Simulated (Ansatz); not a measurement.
# UHF/aug-cc-pVDZ run of GaCl2O (SMILES [O][Ga]([Cl])[Cl])

Aim: the electronic atomisation energy of GaCl2O at UHF/aug-cc-pVDZ, from 4 runs. 

The results are computed with Ansatz 0.2.0.

47 further runs of the same task are left out: 5 that didn't finish, 42 set aside as unsound or not needed.

## 1. The molecule

GaCl2O: 4 atoms, total charge 0, spin state doublet. As SMILES, `[O][Ga]([Cl])[Cl]`. The coordinates come from a PBE0-D4/def2-TZVP relaxation.

Bond lengths: O1–Ga2 1.794 Å, Ga2–Cl3 2.110 Å, Ga2–Cl4 2.110 Å. Angles: O1–Ga2–Cl3 118.5°, O1–Ga2–Cl4 118.5°, Cl3–Ga2–Cl4 123.0°.

## 2. The energy at UHF/aug-cc-pVDZ

The input, input.yaml:

```yaml
crystal:
  periodic: [false, false, false]
  atoms:
    - {symbol: O, position_ang: [0.746300, 1.055700, 1.312100]}
    - {symbol: Ga, position_ang: [0.035800, 0.016900, 0.034200]}
    - {symbol: Cl, position_ang: [0.760400, -1.952900, -0.180900]}
    - {symbol: Cl, position_ang: [-1.486800, 0.819800, -1.185700]}
basis:
  gaussian: {orbitals: aug-cc-pVDZ}
magnetization: {spin_polarized: true, initial_magnetization: 1}
hamiltonian: {xc: hf}
accuracy: high
output: {orbitals: {seedname: orbitals}}
```

Launch:

```
$ ansatz run input.yaml --threads 1 --pin off --max-ram 3480MiB --events-out events.jsonl --progress --plain --runs-dir runs
```

Log:

```text
Warning: RAYON_NUM_THREADS=1 ignored (pool sized by the plan → 1); use --threads N
Functional definition: HF
  name "HF"
  exchange = exact_x
  correlation = 0
2216 factors; integrals over basis functions are off by at most 3.7e-9 eV
mean field evaluation 1: about -79368.7582 eV, gradient 3.8e1 eV
mean field evaluation 2: about -79368.7706 eV, gradient 3.8e1 eV
mean field evaluation 4: about -79379.0809 eV, gradient 1.3e1 eV
mean field evaluation 8: about -79381.1180 eV, gradient 3.0e-1 eV
mean field evaluation 16: about -79381.1191 eV, gradient 2.8e-8 eV
mean field evaluation 32: about -79380.9000 eV, gradient 5.1e0 eV
mean field evaluation 64: about -79379.8353 eV, gradient 2.1e0 eV
mean field evaluation 96: about -79370.0587 eV, gradient 1.8e1 eV
mean field evaluation 128: about -79378.4856 eV, gradient 1.2e1 eV
mean field -79381.11914309 eV, -2917.2023220536 hartree, gradient 2.8e-8 eV, S^2 0.759771; 3 other end points of the search recorded, 0 dependent functions left out
reference -79381.11914309 eV, -2917.2023220536 hartree; 37, 36 occupied and 76, 77 virtual orbitals, 2216 factors
Total energy: -79381.11914309 eV, -2917.2023220536 hartree
```

It took 35 s on 1 thread of Arm Neoverse V2, shared host; peak memory 0.56 GiB.

## 3. The Cl atom at the same level

The input, molecule.yaml:

```yaml
crystal:
  periodic: [false, false, false]
  atoms:
    - {symbol: Cl, position_ang: [0.000000, 0.000000, 0.000000]}
basis:
  gaussian:
    orbitals: aug-cc-pVDZ
magnetization:
  spin_polarized: true
  initial_magnetization: 1
hamiltonian:
  xc: hf
accuracy: high
```

Launch:

```
$ ansatz run molecule.yaml --threads 1 --pin off --max-ram 3480MiB --events-out events.jsonl --progress --plain --runs-dir runs
```

Log:

```text
Warning: RAYON_NUM_THREADS=1 ignored (pool sized by the plan → 1); use --threads N
[... 4 set-up lines as earlier in the session ...]
231 factors; integrals over basis functions are off by at most 3.0e-9 eV
mean field evaluation 1: about -12502.7333 eV, gradient 4.5e0 eV
mean field evaluation 2: about -12502.7361 eV, gradient 4.5e0 eV
mean field evaluation 4: about -12502.8897 eV, gradient 3.6e-1 eV
mean field evaluation 8: about -12502.8913 eV, gradient 3.0e-3 eV
mean field evaluation 16: about -12502.7036 eV, gradient 4.0e0 eV
mean field evaluation 32: about -12502.8913 eV, gradient 4.8e-3 eV
mean field -12502.89132139 eV, -459.4727812969 hartree, gradient 6.6e-8 eV, S^2 0.757175; 0 other end points of the search recorded, 0 dependent functions left out
reference -12502.89132139 eV, -459.4727812969 hartree; 9, 8 occupied and 18, 19 virtual orbitals, 231 factors
Total energy: -12502.89132139 eV, -459.4727812969 hartree
```

It took 0.12 s on 1 thread of Arm Neoverse V2, shared host.

## 4. The Ga atom

The input, molecule.yaml:

```yaml
crystal:
  periodic: [false, false, false]
  atoms:
    - {symbol: Ga, position_ang: [0.000000, 0.000000, 0.000000]}
basis:
  gaussian: {orbitals: aug-cc-pVDZ}
magnetization: {spin_polarized: true, initial_magnetization: 1}
hamiltonian: {xc: hf}
accuracy: high
```

Run the same way, it converges to -1923.19296 Eh (log not shown).

## 5. The O atom

The input, input.yaml:

```yaml
crystal:
  periodic: [false, false, false]
  atoms:
    - {symbol: O, position_ang: [0.000000, 0.000000, 0.000000]}
basis:
  gaussian:
    orbitals: aug-cc-pVDZ
magnetization:
  spin_polarized: true
  initial_magnetization: 2
hamiltonian:
  xc: hf
accuracy: high
```

Run the same way, it converges to -74.79660 Eh (log not shown).

## 6. Summary of results

At UHF/aug-cc-pVDZ:

```
                                    quantity           value
                      molecule: total energy  -2917.20232 Eh
molecule: HOMO energy (highest over α and β)       -13.09 eV
 molecule: LUMO energy (lowest over α and β)         0.60 eV
                              molecule: ⟨S²⟩           0.760
                       Cl atom: total energy   -459.47278 Eh
                               Cl atom: ⟨S²⟩           0.757
                       Ga atom: total energy  -1923.19296 Eh
                               Ga atom: ⟨S²⟩           0.763
                        O atom: total energy    -74.79660 Eh
                                O atom: ⟨S²⟩           2.008
               electronic atomisation energy        7.271 eV
```

Taking the molecule apart into free atoms costs 7.27 eV (702 kJ/mol), before zero-point energy and without spin-orbit coupling. Hartree–Fock lacks the correlation of the bonding pairs, which as a rule makes this value much too low; in minimal bases other errors can mask that.
